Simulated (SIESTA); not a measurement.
Ta3AsAu2O13:

```
Ta As Au O
1.0
     5.72385   -0.00745   -0.00403
     1.30279    6.25499    0.00561
     0.27574    1.30074    8.36754
Ta As Au O
3 1 2 13
Direct
  0.21713 0.30521 0.58431
  0.03325 0.11123 0.99855
  0.58248 0.62145 0.50482
  0.58707 0.89691 0.83049
  0.58004 0.09228 0.18613
  0.04485 0.82077 0.44682
  0.66201 0.69726 0.71088
  0.51632 0.13418 0.69625
  0.85098 0.88773 0.91932
  0.34466 0.87003 0.94651
  0.73015 0.29240 0.03095
  0.24622 0.21809 0.11075
  0.12900 0.09398 0.49104
  0.48032 0.38887 0.43499
  0.05966 0.26685 0.78594
  0.93330 0.53240 0.45645
  0.49975 0.85161 0.34971
  0.25256 0.62988 0.62473
  0.91878 0.95175 0.22636
```

The cell was built by a generator and needn't be a form met in nature.

Base run:

| Quantity | Value |
| --- | --- |
| Program | SIESTA 5.4.2 |
| Functional | PBE |
| Potentials or basis | PseudoDojo 0.4 standard (PBE files) |
| Basis | DZP (energy shift 0.003 Ry; two zetas on semicore shells) |
| Grid cutoff | 800 Ry |
| Energy shift | 0.003 Ry |
| k mesh | 5 × 5 × 4 |
| Occupations | fermi-dirac, width 0.05 eV |
| Spin | no spin polarisation |

Its results: band gap on the k mesh 1.16 eV, indirect (least direct gap 1.21 eV); pressure 3.8 GPa; largest force 0.857 eV/Å.

**Question.** After a change of settings the same cell gave: band gap on the k mesh 1.19 eV, indirect (least direct gap 1.23 eV); pressure 8.3 GPa; largest force 1.105 eV/Å. Which change was it?
A. functional from PBE to AM05; potentials or basis from PseudoDojo 0.4 standard (PBE files) to PseudoDojo 0.4 standard (PBEsol files)
B. functional from PBE to BLYP
C. functional from PBE to RPBE
D. functional from PBE to LDA; potentials or basis from PseudoDojo 0.4 standard (PBE files) to PseudoDojo 0.4 standard (LDA files)

**Answer.** B.

BLYP binds less tightly than PBE, so the same cell stands under more pressure.

Caveats: short orbitals over semicore shells can move pressures by several GPa; spin-orbit coupling is left out, which moves the levels of the heavy elements; the basis of atomic orbitals isn't converged, which shifts pressures, moduli and gaps; the potentials were made for another functional, which shifts forces and pressure (some runs).

Not every run made on this cell is shown here.
